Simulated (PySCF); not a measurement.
**GaBr: from the state search to spectroscopic constants**

Aim: find the lowest electronic state of GaBr, scan its bond at several levels of theory, and get bond length, wavenumber and dissociation energy from each curve.

Computed with PySCF 2.14.0. Level: Ga pcseg-1, Br pcseg-1, no relativity.

**1. Set-up**

A driver script around PySCF takes these settings:

```
atoms                         : Ga, Br
charge                        : 0
basis                         : Ga pcseg-1, Br pcseg-1
Hamiltonian                   : no relativity
basis functions               : 54
electrons treated             : 66
masses in u                   : 68.9256, 78.9183
levels                        : PBE0, PBE, r²SCAN, M06-L, B3LYP, LDA, HF, MP2, SCS-MP2, CCSD, CCSD(T)
grid                          : 80 radial by 434 angular points
occupations                   : held fixed by the projection of orbital angular momentum
dissociation limit            : Ga + Br, each in its ground configuration
starting distance in angstrom : 2.320
values of 2S to try           : 0, 2
```

The run is started by

```
OMP_NUM_THREADS=1 python dia.py task.json out
```

The job searches for the state first and then visits each distance with every level. Its results follow level by level.

**2. State search with unrestricted PBE0**

Unrestricted PBE0 solutions at 2.320 Å, counted from the lowest. The search isn't exhaustive.

| 2Ms+1 | unpaired | term | E (eV) | ⟨S²⟩ | ⟨Lz²⟩ | μ (D) |
| --- | --- | --- | --- | --- | --- | --- |
| 1 | none | ¹Σ⁺ | 0.00 | 0.00 | 0.00 | -2.01 |
| 3 | σ ↑, π ↑ | ³Π | 3.32 | 2.00 | 1.00 | -1.39 |
| 1 | σ ↑, π ↓ | not assigned | 3.84 | 1.01 | 1.00 | -0.96 |
| 3 | π ↑↑ | not assigned | 5.47 | 2.01 | 2.01 | 3.45 |
| 3 | π ↑↑ | not assigned | 5.65 | 2.01 | 2.01 | 3.50 |
| 3 | σ ↑↑ | ³Σ⁺ | 5.78 | 2.00 | 0.00 | -0.24 |

6 of 7 solutions are listed, lowest first.

A term symbol stands only where ⟨S²⟩ and ⟨Lz²⟩ are near those of a pure state. A positive dipole means Ga(−)Br(+).

Followed over a short scan are these candidates:

| 2Ms+1 | unpaired | R at minimum (Å) | energy at minimum (eV) |
| --- | --- | --- | --- |
| 1 | none | 2.40 | 0.00 |
| 3 | σ ↑, π ↑ | 2.36 | 3.34 |

The search made 8 SCF attempts at the starting distance; with the short scans it took 14 s of wall time (1 thread of Arm Neoverse N1, shared host).

**3. The PBE0 curve of the state that the search chose**

State followed: ¹Σ⁺ (singlet), closed shell. The scan is laid around 2.399 Å.

Output of the SCF at 2.399 Å:

```text
******** <class 'pyscf.dft.uks_symm.SymAdaptedUKS'> ********
method = SymAdaptedUKS
initial guess = minao
damping factor = 0
level_shift factor = 0
DIIS = <class 'pyscf.scf.diis.CDIIS'>
diis_start_cycle = 1
diis_space = 10
diis_damp = 0
SCF conv_tol = 1e-09
SCF conv_tol_grad = None
SCF max_cycles = 60
direct_scf = False
max_memory 909 MB (current use 280 MB)
number electrons alpha = 33  beta = 33
XC library pyscf.dft.libxc version 7.0.0
    S. Lehtola, C. Steigemann, M. J.T. Oliveira, and M. A.L. Marques.,  SoftwareX 7, 1–5 (2018)
XC functionals = PBE0
    C. Adamo and V. Barone.,  J. Chem. Phys. 110, 6158 (1999)
    M. Ernzerhof and G. E. Scuseria.,  J. Chem. Phys. 110, 5029 (1999)
small_rho_cutoff = 0
Overwritten attributes  get_k get_j get_occ get_hcore get_jk  of <class 'pyscf.dft.uks_symm.SymAdaptedUKS'>
<class 'pyscf.dft.uks_symm.SymAdaptedUKS'> does not have attributes  refdm
Set gradient conv threshold to 3.16228e-05
init E= -4497.99594668829
cycle= 1 E= -4498.00907141962  delta_E= -0.0131  |g|= 0.0168  |ddm|= 0.0755
cycle= 2 E= -4498.00901705176  delta_E= 5.44e-05  |g|= 0.0212  |ddm|= 0.0706
cycle= 3 E= -4498.00936392906  delta_E= -0.000347  |g|= 0.00193  |ddm|= 0.0352
cycle= 4 E= -4498.00936674118  delta_E= -2.81e-06  |g|= 0.000495  |ddm|= 0.00335
cycle= 5 E= -4498.00936695933  delta_E= -2.18e-07  |g|= 3.03e-05  |ddm|= 0.000804
cycle= 6 E= -4498.0093669602  delta_E= -8.69e-10  |g|= 3.33e-06  |ddm|= 9.95e-05
Extra cycle  E= -4498.0093669602  delta_E= -9.09e-13  |g|= 1.83e-06  |ddm|= 9.17e-06
converged SCF energy = -4498.0093669602  <S^2> = -1.4210855e-14  2S+1 = 1
```

Points of the scan, energies from the lowest:

| R (Å) | E (eV) | μ (D) | Mulliken charge of Ga (e) | Mayer bond order | ⟨S²⟩ | HOMO (eV) | LUMO (eV) |
| --- | --- | --- | --- | --- | --- | --- | --- |
| 2.0631 | 0.8429 | -0.19 | 0.27 | 1.21 | 0.00 | -6.79 | -1.35 |
| 2.1591 | 0.3707 | -0.86 | 0.32 | 1.15 | 0.00 | -7.00 | -1.49 |
| 2.2551 | 0.1145 | -1.55 | 0.37 | 1.09 | 0.00 | -7.17 | -1.63 |
| 2.3270 | 0.0248 | -2.05 | 0.39 | 1.06 | 0.00 | -7.28 | -1.73 |
| 2.3990 | 0.0000 | -2.56 | 0.41 | 1.03 | 0.00 | -7.37 | -1.84 |
| 2.4710 | 0.0247 | -3.06 | 0.43 | 1.00 | 0.00 | -7.42 | -1.94 |
| 2.5669 | 0.1138 | -3.71 | 0.45 | 0.97 | 0.00 | -7.46 | -2.07 |
| 2.6869 | 0.2862 | -4.50 | 0.47 | 0.94 | 0.00 | -7.39 | -2.24 |
| 2.8308 | 0.5443 | -5.40 | 0.49 | 0.91 | 0.00 | -7.07 | -2.43 |
| 3.0227 | 0.9249 | -6.54 | 0.51 | 0.87 | 0.00 | -6.70 | -2.66 |

Fit: Re = 2.396 Å, ωe = 266.5 cm⁻¹, ωexe = 0.665 cm⁻¹, αe = 0.000297 cm⁻¹, Be = 0.07983 cm⁻¹, De = 4.38 eV, μ = -2.54 D.

Orbitals nearest the gap at 2.399 Å:

| spin | orbital | ε (eV) | filled | made of |
| --- | --- | --- | --- | --- |
| both | σ | -24.24 | yes | Ga d 98 % |
| both | π | -24.16 | yes | Ga d 100 % |
| both | π | -24.16 | yes | Ga d 100 % |
| both | σ | -20.56 | yes | Br s 94 % |
| both | σ | -11.26 | yes | Ga s 54 %, Br p 41 % |
| both | π | -8.17 | yes | Br p 93 % |
| both | π | -8.17 | yes | Br p 93 % |
| both | σ | -7.37 | yes | Br p 43 %, Ga s 40 %, Ga p 17 % |
| both | π | -1.84 | no | Ga p 94 % |
| both | π | -1.84 | no | Ga p 94 % |
| both | σ | 0.43 | no | Ga p 86 %, Br p 10 % |

Polarisability there: 70.2 bohr³ along the bond, 38.2 across it. Without diffuse functions these come out too small, above all across the bond.

**4. Orbitals, density and potential**

Orbitals, density, ELF and potential are computed afterwards from the orbital file.

Frontier orbitals at PBE0, with the share of their density that lies nearest to each atom:

| orbital | energy (eV) | lies on |
| --- | --- | --- |
| HOMO | -7.37 | Ga1 57 %; Br2 43 % |
| LUMO | -1.84 | Ga1 89 %; Br2 11 % |

ELF in a plane through or near 2 of the atoms.

Values, 10 rows by 14 columns:
```
0.00 0.00 0.02 0.07 0.09 0.03 0.01 0.01 0.03 0.04 0.01 0.00 0.00 0.00
0.00 0.11 0.54 0.75 0.61 0.19 0.03 0.13 0.42 0.42 0.30 0.15 0.02 0.00
0.04 0.56 0.92 0.80 0.60 0.30 0.10 0.33 0.63 0.67 0.57 0.41 0.13 0.00
0.29 0.95 0.91 0.70 0.33 0.19 0.24 0.55 0.80 0.80 0.81 0.67 0.34 0.05
0.60 0.98 0.88 0.31 0.46 0.68 0.15 0.68 0.26 0.50 0.57 0.79 0.46 0.11
0.65 0.98 0.88 0.27 0.69 0.55 0.18 0.69 0.40 0.70 0.41 0.80 0.48 0.12
0.47 0.98 0.89 0.49 0.22 0.28 0.18 0.64 0.58 0.37 0.79 0.76 0.41 0.08
0.13 0.84 0.93 0.76 0.57 0.33 0.18 0.44 0.75 0.80 0.72 0.55 0.24 0.02
0.02 0.38 0.86 0.82 0.62 0.26 0.07 0.27 0.57 0.59 0.48 0.32 0.08 0.00
0.00 0.02 0.17 0.37 0.35 0.10 0.01 0.04 0.20 0.20 0.11 0.04 0.00 0.00
```
The map spans 7.6 Å across and 5.2 Å up, centred on the molecule. Atoms in the plane (x, y in Å): Ga1 (-1.2, 0.0), Br2 (1.2, 0.0).

log10 of the density (e/Å³) in the same plane.

Values, 10 rows by 14 columns:
```
-3.9 -3.4 -3.1 -2.8 -2.8 -2.8 -2.9 -2.9 -2.8 -2.8 -3.0 -3.4 -4.0 -4.0
-3.3 -2.8 -2.4 -2.1 -2.0 -2.0 -2.1 -2.0 -1.8 -1.7 -1.9 -2.3 -3.0 -4.0
-3.0 -2.5 -2.0 -1.5 -1.4 -1.4 -1.5 -1.4 -1.1 -1.1 -1.3 -1.6 -2.3 -3.3
-2.7 -2.1 -1.4 -0.8 -0.6 -0.5 -0.8 -0.7 -0.3 -0.2 -0.5 -1.0 -1.7 -2.7
-2.5 -1.8 -1.0 -0.3  0.7  1.3 -0.2 -0.3  0.5  1.4  0.1 -0.5 -1.4 -2.3
-2.5 -1.8 -1.0 -0.2  1.2  3.2  0.1 -0.2  1.0  3.7  0.2 -0.5 -1.4 -2.3
-2.6 -1.9 -1.2 -0.6  0.0  0.2 -0.5 -0.4  0.0  0.3 -0.2 -0.7 -1.5 -2.5
-2.8 -2.2 -1.7 -1.2 -1.0 -1.0 -1.2 -1.0 -0.7 -0.6 -0.9 -1.3 -2.0 -2.9
-3.1 -2.6 -2.1 -1.7 -1.6 -1.6 -1.7 -1.6 -1.3 -1.3 -1.5 -1.8 -2.5 -3.5
-3.6 -3.1 -2.7 -2.5 -2.4 -2.4 -2.5 -2.4 -2.2 -2.2 -2.4 -2.8 -3.5 -4.0
```
The map spans 7.6 Å across and 5.2 Å up, centred on the molecule. Atoms in the plane (x, y in Å): Ga1 (-1.2, 0.0), Br2 (1.2, 0.0).

On the surface of density 0.002 e/bohr³ the electrostatic potential runs, from the 1st to the 99th percentile, from -0.72 V near Br2 to 1.70 V near Ga1.

**5. Other states along the same grid**

State 2: ³Π (triplet), unpaired electrons σ ↑, π ↑, an excited solution.

The SCF at the reference distance, 2.399 Å, printed:

```text
[... 13 set-up lines left out, the same as in an earlier log ...]
max_memory 909 MB (current use 303 MB)
number electrons alpha = 34  beta = 32
[... 7 set-up lines left out, the same as in an earlier log ...]
init E= -4497.86900121895
cycle= 1 E= -4497.88589320411  delta_E= -0.0169  |g|= 0.0116  |ddm|= 0.0655
cycle= 2 E= -4497.88597357625  delta_E= -8.04e-05  |g|= 0.0105  |ddm|= 0.0395
cycle= 3 E= -4497.88605223042  delta_E= -7.87e-05  |g|= 0.00174  |ddm|= 0.0177
cycle= 4 E= -4497.88605568962  delta_E= -3.46e-06  |g|= 0.00118  |ddm|= 0.0056
cycle= 5 E= -4497.88605763043  delta_E= -1.94e-06  |g|= 0.000215  |ddm|= 0.00352
cycle= 6 E= -4497.88605780076  delta_E= -1.7e-07  |g|= 3.82e-05  |ddm|= 0.00155
cycle= 7 E= -4497.88605780327  delta_E= -2.5e-09  |g|= 6.07e-06  |ddm|= 0.000144
cycle= 8 E= -4497.88605780332  delta_E= -5.82e-11  |g|= 9.56e-07  |ddm|= 1.88e-05
Extra cycle  E= -4497.88605780333  delta_E= -1.82e-12  |g|= 1.02e-06  |ddm|= 3.88e-06
converged SCF energy = -4497.88605780333  <S^2> = 2.0042843  2S+1 = 3.0028548
```

Re = 2.345 Å, ωe = 266.0 cm⁻¹, ωexe = 1.48 cm⁻¹, αe = 0.000464 cm⁻¹, Be = 0.08330 cm⁻¹, μ = -1.46 D. Its minimum lies 3.34 eV above that of the lowest state.

Energy (eV) from the lowest point of the lowest state:

| R (Å) | lowest | state 2 |
| --- | --- | --- |
| 2.063 | 0.843 | 3.958 |
| 2.159 | 0.371 | 3.570 |
| 2.255 | 0.115 | 3.388 |
| 2.327 | 0.025 | 3.344 |
| 2.399 | 0.000 | 3.355 |
| 2.471 | 0.025 | 3.404 |
| 2.567 | 0.114 | 3.504 |
| 2.687 | 0.286 | 3.654 |
| 2.831 | 0.544 | 3.832 |
| 3.023 | 0.925 | 4.026 |

**6. PBE**

Output of the SCF at 2.399 Å:

```text
[... 17 set-up lines left out, the same as in an earlier log ...]
XC functionals = PBE
    J. P. Perdew, K. Burke, and M. Ernzerhof.,  Phys. Rev. Lett. 77, 3865 (1996)
    J. P. Perdew, K. Burke, and M. Ernzerhof.,  Phys. Rev. Lett. 78, 1396 (1997)
    J. P. Perdew, K. Burke, and M. Ernzerhof.,  Phys. Rev. Lett. 77, 3865 (1996)
    J. P. Perdew, K. Burke, and M. Ernzerhof.,  Phys. Rev. Lett. 78, 1396 (1997)
[... 2 set-up lines left out, the same as in an earlier log ...]
init E= -4497.90673188905
cycle= 1 E= -4497.90817883918  delta_E= -0.00145  |g|= 0.0288  |ddm|= 0.124
cycle= 2 E= -4497.90704137457  delta_E= 0.00114  |g|= 0.0455  |ddm|= 0.11
cycle= 3 E= -4497.90869628611  delta_E= -0.00165  |g|= 0.00781  |ddm|= 0.0812
cycle= 4 E= -4497.90873945948  delta_E= -4.32e-05  |g|= 0.000484  |ddm|= 0.0137
cycle= 5 E= -4497.90873964897  delta_E= -1.89e-07  |g|= 0.000111  |ddm|= 0.00161
cycle= 6 E= -4497.90873966031  delta_E= -1.13e-08  |g|= 2.45e-05  |ddm|= 0.000201
cycle= 7 E= -4497.90873966079  delta_E= -4.83e-10  |g|= 1.54e-06  |ddm|= 4.37e-05
Extra cycle  E= -4497.90873966079  delta_E= 5.46e-12  |g|= 1.5e-06  |ddm|= 5.09e-06
converged SCF energy = -4497.90873966079  <S^2> = -2.8421709e-14  2S+1 = 1
```

Re = 2.415 Å, ωe = 259.2 cm⁻¹, ωexe = 0.668 cm⁻¹, αe = 0.000298 cm⁻¹, Be = 0.07858 cm⁻¹, De = 4.49 eV, μ = -2.40 D. 13 s of CPU time for 12 points, integrals apart.

**7. r²SCAN**

Output of the SCF at 2.399 Å:

```text
[... 17 set-up lines left out, the same as in an earlier log ...]
XC functionals = R2SCAN
    J. W. Furness, A. D. Kaplan, J. Ning, J. P. Perdew, and J. Sun.,  J. Phys. Chem. Lett. 11, 8208-8215 (2020)
    J. W. Furness, A. D. Kaplan, J. Ning, J. P. Perdew, and J. Sun.,  J. Phys. Chem. Lett. 11, 9248-9248 (2020)
    J. W. Furness, A. D. Kaplan, J. Ning, J. P. Perdew, and J. Sun.,  J. Phys. Chem. Lett. 11, 8208-8215 (2020)
    J. W. Furness, A. D. Kaplan, J. Ning, J. P. Perdew, and J. Sun.,  J. Phys. Chem. Lett. 11, 9248-9248 (2020)
[... 2 set-up lines left out, the same as in an earlier log ...]
init E= -4498.52963581638
cycle= 1 E= -4498.53047611091  delta_E= -0.00084  |g|= 0.0125  |ddm|= 0.0927
cycle= 2 E= -4498.53039310987  delta_E= 8.3e-05  |g|= 0.0151  |ddm|= 0.0445
cycle= 3 E= -4498.53056458265  delta_E= -0.000171  |g|= 0.00389  |ddm|= 0.0294
cycle= 4 E= -4498.53057549475  delta_E= -1.09e-05  |g|= 0.000369  |ddm|= 0.00632
cycle= 5 E= -4498.5305755919  delta_E= -9.72e-08  |g|= 9.62e-05  |ddm|= 0.000706
cycle= 6 E= -4498.53057559851  delta_E= -6.61e-09  |g|= 3.23e-06  |ddm|= 0.000111
cycle= 7 E= -4498.53057559852  delta_E= -1.18e-11  |g|= 1.63e-06  |ddm|= 1.25e-05
Extra cycle  E= -4498.53057559851  delta_E= 1.18e-11  |g|= 2.97e-06  |ddm|= 8.44e-06
converged SCF energy = -4498.53057559851  <S^2> = -1.4210855e-14  2S+1 = 1
```

Re = 2.389 Å, ωe = 269.5 cm⁻¹, ωexe = 0.677 cm⁻¹, αe = 0.000298 cm⁻¹, Be = 0.08028 cm⁻¹, De = 4.48 eV, μ = -2.36 D.

(Part 1 of 2 ends here.)
